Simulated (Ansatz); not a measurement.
# UHSE06/STO-3G run of InH2O (SMILES [OH][InH])

What is the electronic atomisation energy of InH2O at UHSE06/STO-3G? 

The calculation is run with Ansatz 0.2.0.

46 further runs of the same task are left out: 8 that didn't finish, 38 set aside as unsound or not needed.

### 1 The system as given

The species is InH2O (4 atoms), meant as a doublet with charge 0. SMILES: `[OH][InH]`. The coordinates come from a PBE0-D4/def2-TZVP relaxation.

Bond lengths: O1–In2 2.003 Å, O1–H3 0.960 Å, In2–H4 1.767 Å. Angles: O1–In2–H4 113.8°, In2–O1–H3 115.0°.

### 2 A single-point energy at UHSE06/STO-3G

Contents of run.yaml:

```yaml
crystal:
  periodic: [false, false, false]
  atoms:
    - {symbol: O, position_ang: [-0.298400, -1.020600, 0.295000]}
    - {symbol: In, position_ang: [0.563900, 0.746600, -0.088500]}
    - {symbol: H, position_ang: [0.236800, -1.629400, 0.809100]}
    - {symbol: H, position_ang: [-0.446700, 1.843000, -1.036000]}
basis:
  gaussian: {orbitals: STO-3G}
total_charge: 0
magnetization: {spin_polarized: true, initial_magnetization: 1}
hamiltonian: {xc: {name: HSE06}}
accuracy: high
```

Started as:

```sh
$ ansatz run run.yaml --threads 1 --pin off --max-ram 2610MiB --events-out events.jsonl --progress --plain --runs-dir runs
```

Log:

```text
Warning: RAYON_NUM_THREADS=1 ignored (pool sized by the plan → 1); use --threads N
Functional definition: HSE06
  name "HSE06"
  parameter a = 0.25
  parameter omega = 0.11/bohr
  exchange = pbe_x - a*pbe_x_sr(omega) + a*exact_x_sr(omega)
  correlation = pbe_c
617 factors; integrals over basis functions are off by at most 3.9e-9 eV
49 factors; integrals over basis functions are off by at most 9.3e-10 eV
mean field evaluation 1: about -156730.9884 eV, gradient 1.6e1 eV
mean field evaluation 2: about -156700.6103 eV, gradient 7.4e1 eV
mean field evaluation 4: about -156733.0396 eV, gradient 1.3e0 eV
mean field evaluation 8: about -156733.0344 eV, gradient 9.5e-3 eV
mean field evaluation 16: about -156733.0344 eV, gradient 4.9e-6 eV
mean field -156733.03435989 eV, -5759.8327752595 hartree, gradient 4.5e-8 eV, S^2 0.753417; 0 other end points of the search recorded, 0 dependent functions left out
reference -156733.03436184 eV, -5759.8327753312 hartree; 30, 29 occupied and 4, 5 virtual orbitals, 617 factors
Total energy: -156733.03436184 eV, -5759.8327753312 hartree
```

Wall time 3.6 s (1 thread of Arm Neoverse V2, shared host); peak memory 0.17 GiB.

### 3 The H atom, same level

Contents of molecule.yaml:

```yaml
crystal:
  periodic: [false, false, false]
  atoms:
    - symbol: H
      position_ang: [0.000000, 0.000000, 0.000000]
basis:
  gaussian:
    orbitals: STO-3G
magnetization:
  spin_polarized: true
  initial_magnetization: 1
hamiltonian:
  xc: {name: HSE06}
accuracy: high
```

Run the same way, it converges to -0.46620 Eh (log not shown).

### 4 The In atom

Contents of molecule.yaml:

```yaml
crystal:
  periodic: [false, false, false]
  atoms:
    - {symbol: In, position_ang: [0.000000, 0.000000, 0.000000]}
basis:
  gaussian:
    orbitals: STO-3G
magnetization:
  spin_polarized: true
  initial_magnetization: 1
hamiltonian:
  xc: hse06
accuracy: high
```

Run the same way, it converges to -5684.46627 Eh (log not shown).

### 5 The O atom

Contents of molecule.yaml:

```yaml
basis:
  gaussian: {orbitals: STO-3G}
crystal:
  periodic: [false, false, false]
  atoms:
    - symbol: O
      position_ang: [0.000000, 0.000000, 0.000000]
magnetization: {spin_polarized: true, initial_magnetization: 2}
hamiltonian: {xc: hse06}
accuracy: high
```

Run the same way, it converges to -73.97333 Eh (log not shown).

### 6 Outcome

Level: UHSE06/STO-3G.

| quantity | value |
| --- | --- |
| molecule: total energy | -5759.83278 Eh |
| molecule: ⟨S²⟩ | 0.753 |
| H atom: total energy | -0.46620 Eh |
| H atom: ⟨S²⟩ | 0.750 |
| In atom: total energy | -5684.46627 Eh |
| In atom: ⟨S²⟩ | 0.750 |
| O atom: total energy | -73.97333 Eh |
| O atom: ⟨S²⟩ | 2.000 |
| electronic atomisation energy | 12.538 eV |

Taking the molecule apart into free atoms costs 12.54 eV (1210 kJ/mol), before zero-point energy and without spin-orbit coupling. In a minimal basis such a difference can be off by several eV, whatever the method. Relativity is left out (molecule) although the molecule holds a heavy atom. Relativity is left out (In atom) although the molecule holds a heavy atom.
